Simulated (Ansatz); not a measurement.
This script makes a ranking of structure types by relaxed energy of ZrH2 on several prototypes with Ansatz 0.2.0 through its Python package.

`zrh2_prototypes.py`
```python
import ansatz as az
import numpy as np
import spglib
from tabulate import tabulate

SCF_TOL = 1e-08
ECUT = 500
XC = "r2scan"
KSPACING = 0.3
OCCUPATIONS = "cold"
SMEARING_WIDTH = 0.05


def alb2(a_site, b_site, a):
    return (
        az.Lattice.from_parameters(a, a, 1.1 * a, alpha=90, beta=90, gamma=120)
        .space_group(191)
        .atom(a_site, (0, 0, 0))
        .atom(b_site, (1 / 3, 2 / 3, 0.5))
    )


def fluorite(first, second, a):
    return (
        az.Lattice.fcc(a)
        .space_group(225)
        .atom(first, (0, 0, 0))
        .atom(second, (0.25, 0.25, 0.25))
        .primitive()
    )


def rutile(a_site, b_site, a):
    return (
        az.Lattice.from_parameters(a, a, 0.65 * a, alpha=90, beta=90, gamma=90)
        .space_group(136)
        .atom(a_site, (0, 0, 0))
        .atom(b_site, (0.305, 0.305, 0))
    )


def ground_state(name, crystal):
    calc = (
        crystal.calculation()
        .scf(tolerance=SCF_TOL)
        .basis(ECUT)
        .functional(XC)
        .kpoints(spacing=KSPACING)
        .occupations(OCCUPATIONS, width=SMEARING_WIDTH)
        .stress()
        .band_table()
    )
    calc = calc.relax(force_tolerance=0.02, cell=True)
    return calc.run(threads=1)

def relaxed_twice(name, crystal):
    # the second pass draws mesh and plane waves anew for the relaxed cell
    first = ground_state(name, crystal)
    again = az.Crystal(lattice=az.Lattice.of(first.lattice.cell_ang))
    for site in first.report["lattice"]["sites"]:
        again = again.atom(site["symbol"], site["position_frac"])
    return ground_state(name, again)


def volume_per_atom(outcome):
    return abs(np.linalg.det(outcome.lattice.cell_ang)) / len(outcome.lattice.sites)


def space_group(outcome):
    sites = outcome.report["lattice"]["sites"]
    kinds = sorted({site["symbol"] for site in sites})
    cell = (outcome.lattice.cell_ang, [site["position_frac"] for site in sites], [kinds.index(site["symbol"]) for site in sites])
    return spglib.get_spacegroup(cell, symprec=0.01)


def main() -> None:
    phases = {}
    phases["AlB2"] = alb2("Zr", "H", 3.03)
    phases["fluorite"] = fluorite("Zr", "H", 4.82)
    phases["rutile"] = rutile("Zr", "H", 4.53)

    done = {}
    for name, crystal in phases.items():
        done[name] = relaxed_twice(name, crystal)
        print(f"{name}: {done[name].report['energy_sigma0_ev']:.4f} eV, {len(done[name].lattice.sites)} atoms")

    energy = {name: o.report["energy_sigma0_ev"] / len(o.lattice.sites) for name, o in done.items()}
    lowest = min(energy.values())
    rows = [(name, len(o.lattice.sites), 1000 * (energy[name] - lowest), volume_per_atom(o), space_group(o)) for name, o in done.items()]
    rows.sort(key=lambda row: row[2])
    print(tabulate(rows, headers=["phase", "atoms", "dE (meV/atom)", "V (A^3/atom)", "space group"], floatfmt=".4f", tablefmt="rst"))
    print("lowest in energy:", rows[0][0])


if __name__ == "__main__":
    main()
```

Which of these structures comes out lowest, and how far apart are they?

By space group at the end of each run: Fm-3m (+0 meV an atom, 9.2 Å³), P4_2/mnm (+213 meV an atom, 10.2 Å³) and P6/mmm (+627 meV an atom, 8.7 Å³).

The run itself:

```console
$ python zrh2_prototypes.py
DeckWarning: relax.cell: scf.convergence.dr2_threshold = 1e-8 eV is looser than the 3e-10 eV advised for a relaxation that steers and ends on the stress (1e-10 eV for each atom of the cell: 3). What an SCF threshold leaves in a stress goes as its square root, and in the free energy as the threshold itself, and one [...]
AlB2: -4226.9065 eV, 3 atoms
fluorite: -4228.7970 eV, 3 atoms
DeckWarning: relax.cell: scf.convergence.dr2_threshold = 1e-8 eV is looser than the 6e-10 eV advised for a relaxation that steers and ends on the stress (1e-10 eV for each atom of the cell: 6). What an SCF threshold leaves in a stress goes as its square root, and in the free energy as the threshold itself, and one [...]
rutile: -8456.3156 eV, 6 atoms
========  =======  ===============  ==============  ==============
phase       atoms    dE (meV/atom)    V (A^3/atom)  space group
========  =======  ===============  ==============  ==============
fluorite        3           0.0000          9.2110  Fm-3m (225)
rutile          6         213.0711         10.2374  P4_2/mnm (136)
AlB2            3         630.1790          8.7017  P6/mmm (191)
========  =======  ===============  ==============  ==============
lowest in energy: fluorite
```
(Warnings from the package without file and line, shortened.)

Notes:
- Absolute energies stand on the zero of these potentials, so only differences at equal settings mean something.
- For the metals among these phases the mesh is modest: differences between phases can be off by up to 40 meV an atom.
- The cells are built on prototypes, so most aren't the phase found in nature. Rows bear the name of their start, and a relaxation keeps or raises the symmetry. Differences under about 40 meV an atom lie within the error of mesh and functional.
- The whole script took 2.7 min on 1 thread of Arm Neoverse V1, with other jobs on the host, peak memory 0.59 GiB.
